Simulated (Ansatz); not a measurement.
# H3SiTa: the cost of one run

Program: Ansatz 0.2.0, Gaussian basis. Level of theory: def2-TZVPP, core rule «outside noble gas», up to 9 orbitals frozen. These are calculated values, not measurements.

To be run: UHF; CCSD(T) on ROHF; CCSD(T) on UHF; CCSDT(Q) on ROHF; CCSDT(Q) on UHF.

2 further runs of the same task are left out: 2 set aside as unsound or not needed.

### 1 The geometry

The geometry is a PBE0/def2-TZVP stationary point (not a proven minimum). No spin-orbit coupling is included. Elements past krypton take def2 core potentials.

5 atoms, charge 1, spin multiplicity 2.

Atoms are counted from 1 here; the program's logs count them from 0.

Bond lengths: Ta1–Si2 2.409 Å, Ta1–H5 1.882 Å, Si2–H3 1.482 Å, Si2–H4 1.482 Å, Si2–H5 1.672 Å. Angles: Si2–Ta1–H5 43.8°, Ta1–Si2–H3 122.8°, Ta1–Si2–H4 122.8°, Ta1–Si2–H5 51.1°, H3–Si2–H4 113.5°, H3–Si2–H5 106.1°, H4–Si2–H5 106.1°, Ta1–H5–Si2 85.1°.

### 2 UHF

in.yaml

```yaml
crystal:
  periodic: [false, false, false]
  atoms:
    - {symbol: Ta, position_ang: [0.000535, 0.000000, 0.356118]}
    - {symbol: Si, position_ang: [-0.052686, 0.000000, -2.052241]}
    - {symbol: H, position_ang: [0.050278, -1.239944, -2.857882]}
    - {symbol: H, position_ang: [0.050280, 1.239943, -2.857882]}
    - {symbol: H, position_ang: [1.271478, -0.000001, -1.031256]}
basis:
  gaussian: {orbitals: def2-TZVPP}
total_charge: 1
magnetization: {spin_polarized: true, initial_magnetization: 1}
hamiltonian: {xc: hf}
output: {orbitals: {seedname: orbitals}}
```

The run is started by

```sh
ansatz run in.yaml --threads 1 --pin off --events-out ev --progress --plain --max-ram 4096MiB --backend cpu
```

Q: Estimate wall time and peak memory on 1 thread of AMD EPYC 7R13, shared host.

About 36 s, with a peak of 0.38 GiB.
